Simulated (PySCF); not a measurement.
# C2H5ClOSi (SMILES [SiH3]O/C=C/Cl) at 6 levels

We compute a comparison of 6 runs (HF/def2-SVP, B3LYP/6-31G*, PBE0/def2-SVP, B3LYP/def2-SVPD, TPSS/def2-TZVP) of C2H5ClOSi. The job is set up through a Python script.

The results are computed with PySCF 2.14.0.

**1. The molecule**

The species is C2H5ClOSi (10 atoms), meant as a singlet with charge 0. As SMILES, `[SiH3]O/C=C/Cl`. Geometry: relaxed at GFN2-xTB. This is one conformer, not always the lowest.

Bond lengths: Si1–O2 1.635 Å, O2–C3 1.335 Å, C3–C4 1.326 Å, C4–Cl5 1.716 Å, Si1–H6 1.463 Å, Si1–H7 1.463 Å, Si1–H8 1.453 Å, C3–H9 1.084 Å, C4–H10 1.078 Å. Some angles: Si1–O2–C3 133.4°, O2–C3–C4 125.1°, C3–C4–Cl5 121.7°, O2–Si1–H6 110.5°, O2–Si1–H7 110.5°, O2–Si1–H8 98.4°, O2–C3–H9 113.1°, C4–C3–H9 121.8°, C3–C4–H10 123.3°, Cl5–C4–H10 115.0°.

**2. Energy and forces at HF/def2-SVP (run 1)**

Input file input.py:

```python
# [SiH3]O/C=C/Cl
import pyscf.grad
from pyscf import gto, scf

mol = gto.Mole()
mol.atom = '''
Si    -1.325520    -0.992730     0.295180
O      0.276670    -0.806260     0.563990
C      1.165540     0.122100     0.203640
C      0.892510     1.196410    -0.524740
Cl     2.105830     2.336870    -0.937940
H     -2.073210     0.137210     0.847480
H     -1.595700    -1.097530    -1.138980
H     -1.518970    -2.236130     1.022450
H      2.165280    -0.081810     0.568930
H     -0.092440     1.421880    -0.900000
'''
mol.spin = 0
mol.verbose = 3
mol.max_memory = 1860
mol.basis = 'def2-svp'
mol.build()

mf = scf.RHF(mol)
mf.conv_tol = 1e-10
mf.kernel()
if not mf.converged:
    mf = mf.newton().run(mf.mo_coeff, mf.mo_occ)

etot = mf.e_tot
print('E(%s) = %.9f' % ('HF', etot))
grad = mf.Gradients().kernel()
dip = mf.dip_moment()
pop, q = mf.mulliken_pop()
```

The run is started by

```console
$ OMP_NUM_THREADS=1 python input.py
```

What it wrote:

```text
converged SCF energy = -901.580454477044
[... 9 lines left out ...]
Dipole moment(X, Y, Z, Debye): -1.58857, -0.89917,  0.17305
[... 114 lines left out ...]
charge of    9H =      0.09161
```

Wall time 7.5 s (1 thread of Arm Neoverse V2, shared host); peak memory 0.22 GiB.

**3. Energy and gradient at B3LYP/6-31G(d) (spherical functions) (run 2)**

Input file geometry.xyz:

```xyz
10
C2H5ClOSi
Si    -1.325520    -0.992730     0.295180
O      0.276670    -0.806260     0.563990
C      1.165540     0.122100     0.203640
C      0.892510     1.196410    -0.524740
Cl     2.105830     2.336870    -0.937940
H     -2.073210     0.137210     0.847480
H     -1.595700    -1.097530    -1.138980
H     -1.518970    -2.236130     1.022450
H      2.165280    -0.081810     0.568930
H     -0.092440     1.421880    -0.900000
```

Input file calc.py:

```python
from pyscf import gto, dft

molecule = gto.Mole()
molecule.atom = 'geometry.xyz'
molecule.verbose = 3
molecule.basis = '6-31g*'
molecule.spin = 0
molecule.max_memory = 1860
molecule.charge = 0
molecule.build()

calc0 = dft.RKS(molecule, xc='b3lyp')
calc0.grids.level = 5
calc0.conv_tol = 1e-10
calc0.kernel()
if not calc0.converged:
    calc0 = calc0.newton().run(calc0.mo_coeff, calc0.mo_occ)

etot = calc0.e_tot
print(f'total energy: {etot:.8f} hartree')
grad = calc0.nuc_grad_method().kernel()
dip = calc0.dip_moment()
pop, q = calc0.mulliken_pop()
```

The run is started by

```console
$ OMP_NUM_THREADS=1 python calc.py
```

What it wrote:

```text
converged SCF energy = -904.114446864551
total energy: -904.11444686 hartree
[... 8 lines left out ...]
Dipole moment(X, Y, Z, Debye): -1.62985, -0.97332,  0.20909
[... 99 lines left out ...]
charge of    9H =      0.19036
```

Wall time 36 s (1 thread of Arm Neoverse V2, shared host); peak memory 0.86 GiB.

Runs 3 to 5 aren't shown in full; the table further down has their settings and results.

**4. Energy and forces at TPSS/def2-TZVP (run 6)**

Input file job.py:

```python
from pyscf import gto, dft

mol = gto.Mole()
mol.atom = '''
Si  -1.325520  -0.992730   0.295180
O    0.276670  -0.806260   0.563990
C    1.165540   0.122100   0.203640
C    0.892510   1.196410  -0.524740
Cl   2.105830   2.336870  -0.937940
H   -2.073210   0.137210   0.847480
H   -1.595700  -1.097530  -1.138980
H   -1.518970  -2.236130   1.022450
H    2.165280  -0.081810   0.568930
H   -0.092440   1.421880  -0.900000
'''
mol.max_memory = 1860
mol.verbose = 3
mol.spin = 0
mol.basis = 'def2-tzvp'
mol.build()

mf = dft.RKS(mol, xc='tpss')
mf.conv_tol = 1e-10
mf.grids.level = 5
mf.kernel()
if not mf.converged:
    mf = mf.newton().run(mf.mo_coeff, mf.mo_occ)

etot = mf.e_tot
print(f'total energy: {etot:.8f} hartree')
grad = mf.nuc_grad_method().kernel()
mf.analyze()
```

The run is started by

```console
$ OMP_NUM_THREADS=1 python job.py
```

What it wrote:

```text
converged SCF energy = -904.288536876499
[... 41 lines left out ...]
MO #32  energy= 0.0264542808093953 occ= 0
[... 32 lines left out ...]
MO #65  energy= 0.568526686120419  occ= 0
[... 32 lines left out ...]
MO #98  energy= 1.39443592934014   occ= 0
[... 32 lines left out ...]
MO #131 energy= 2.27881360358565   occ= 0
[... 32 lines left out ...]
MO #164 energy= 3.57861265166576   occ= 0
[... 32 lines left out ...]
MO #197 energy= 43.8582890865561   occ= 0
[... 11 lines left out ...]
Dipole moment(X, Y, Z, Debye): -1.35884, -0.90928,  0.23468
```

It took 4.6 min on 1 thread of Arm Neoverse V2, shared host; peak memory 3 GiB.

**5. Overview of the runs**

| run | level | integration grid | Cartesian functions | energy (Eh) | dipole moment (D) | HOMO energy (eV) | LUMO energy (eV) | wall time |
| --- | --- | --- | --- | --- | --- | --- | --- | --- |
| 1 | HF/def2-SVP | – | no | -901.580454 | 1.83 | -9.40 | 3.78 | 7.5 s |
| 2 | B3LYP/6-31G* (spherical functions) | 5 | no | -904.114447 | 1.91 | -6.31 | 0.01 | 36 s |
| 3 | B3LYP/6-31G* (Cartesian functions) | 5 | yes | -904.122089 | 1.91 | -6.31 | -0.01 | 38 s |
| 4 | PBE0/def2-SVP | 5 | no | -903.321166 | 1.69 | -6.68 | 0.30 | 41 s |
| 5 | B3LYP/def2-SVPD | 5 | no | -903.828950 | 1.79 | -6.65 | -0.38 | 83 s |
| 6 | TPSS/def2-TZVP | 5 | no | -904.288537 | 1.65 | -5.64 | -0.78 | 4.6 min |

**6. Outcome**

| quantity | value |
| --- | --- |
| run 6: total energy | -904.28854 Eh |
| run 6: dipole moment | 1.65 D |
| run 6: HOMO energy | -5.64 eV |
| run 6: LUMO energy | -0.78 eV |
| run 6: HOMO–LUMO gap | 4.86 eV |
| run 6: largest force on an atom | 0.827 eV/Å |

**Reading.** The dipole moment (its size) runs from 1.65 D (TPSS/def2-TZVP) to 1.91 D (B3LYP/6-31G*). The two ends differ in method and basis. The HOMO–LUMO gap runs from 4.86 eV (TPSS/def2-TZVP) to 13.18 eV (HF/def2-SVP). Totals of different functionals can't be ranked against each other. All runs together took 8 min, the longest 4.6 min.
